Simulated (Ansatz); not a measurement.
**WNH (nonet): the correlation ladder, def2-TZVPP**

An exercise on one series of results from a longer session: the logs are not shown, and one member is left open.

Computed with Ansatz 0.2.0, Gaussian basis. Level: def2-TZVPP, core rule «outside noble gas», up to 5 orbitals frozen.

The runs, in order: UHF; CCSD(T) on ROHF; CCSD(T) on UHF; CCSDT(Q) on ROHF; CCSDT(Q) on UHF; CASSCF and NEVPT2, 12 electrons in 11 orbitals.

6 further runs of the same task are left out: 1 for a known fault of the program, 5 set aside as unsound or not needed.

## What is computed

The geometry is a PBE0/def2-TZVP stationary point (not a proven minimum) of the parent state, kept for this charge and spin. No spin-orbit coupling is included. Elements past krypton take def2 core potentials.

3 atoms, charge 0, spin multiplicity 9.

Atoms are counted from 1 here; the program's logs count them from 0.

Bond lengths: W1–N2 2.058 Å, N2–H3 1.028 Å. Angles: W1–N2–H3 115.8°.

The first run:

in.yaml

```yaml
crystal:
  periodic: [false, false, false]
  atoms:
    - {symbol: W, position_ang: [0.000000, 0.005869, 0.157615]}
    - {symbol: N, position_ang: [0.000000, -0.131830, -1.895665]}
    - {symbol: H, position_ang: [0.000000, 0.761470, -2.404753]}
basis:
  gaussian: {orbitals: def2-TZVPP}
magnetization: {spin_polarized: true, initial_magnetization: 8}
hamiltonian: {xc: hf}
output: {orbitals: {seedname: orbitals}}
```

Launch:

```bash
$ ansatz run in.yaml --threads 1 --pin off --events-out ev --progress --plain --max-ram 2816MiB --backend cpu
```

Steps of the session up to this table: UHF; CCSD(T) on ROHF; CCSD(T) on UHF; CCSDT(Q) on ROHF; CCSDT(Q) on UHF; CASSCF and NEVPT2, 12 electrons in 11 orbitals.

One table of the session follows, with a row left open; its other results are not shown here.

```
        method  from RCCSDT(Q) (kJ/mol)
          ROHF                   +685.0
           UHF                        ?
          RMP2                    +86.1
          UMP2                    +77.2
         RCCSD                    +21.7
         UCCSD                    +10.7
      RCCSD(T)                     +2.7
      UCCSD(T)                     -7.9
        RCCSDT                     +0.6
        UCCSDT                    -10.0
     RCCSDT(Q)                        0
     UCCSDT(Q)                    -10.6
CASSCF valence                   +619.9
NEVPT2 valence                   +135.3
```

**Question.** Estimate the row for UHF.

**Answer.** from RCCSDT(Q) (kJ/mol): +655.1. In the column «from RCCSDT(Q) (kJ/mol)» it lies between CASSCF valence (+619.9) and ROHF (+685.0).

Limits of these values: Restricted and unrestricted rows rest on different reference determinants; where their highest levels disagree by more than a few hundredths of an eV, they describe different states and don't form one ladder.
